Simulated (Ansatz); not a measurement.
HfIn4SiO6:

```xyz
12
Lattice="5.2774 0.0000 0.0000 -2.6387 4.5704 0.0000 0.0000 0.0000 10.5590" Properties=species:S:1:pos:R:3 pbc="T T T"
Hf    2.6387    1.5234    0.0000
In    0.0000    0.0000    3.2148
In    0.0000    0.0000    7.3442
In    0.0000    3.0469    8.3331
In    0.0000    3.0469    2.2260
Si    0.0000    0.0000    0.0000
O     3.2747    3.2219    9.5002
O     1.4858    0.1234    1.0589
O     0.8498    1.2250    9.5002
O     2.0027    3.2219    1.0589
O     3.7916    0.1234    9.5002
O     4.4277    1.2250    1.0589
```

The cell was built by a generator and needn't be a form met in nature.

Program: Ansatz 0.2.0. Alike in all runs: potentials or basis all-electron LAPW, scalar-relativistic; no spin polarisation; cell as given; smearing fermi-dirac 0.05 eV; basis error allowed 0.002 eV/atom.

**Question.** Order these runs on this cell by their pressure, lowest first.
A. level LDA; k mesh 4 × 4 × 2; cutoff (eV) 387
B. level RPBE; k mesh 4 × 4 × 2; cutoff (eV) 387
C. level PBE; k mesh 6 × 6 × 3; cutoff (eV) 388

**Answer.** A (-5.5 GPa), C (0.0 GPa), B (2.2 GPa).

Not every run made on this cell is shown here.
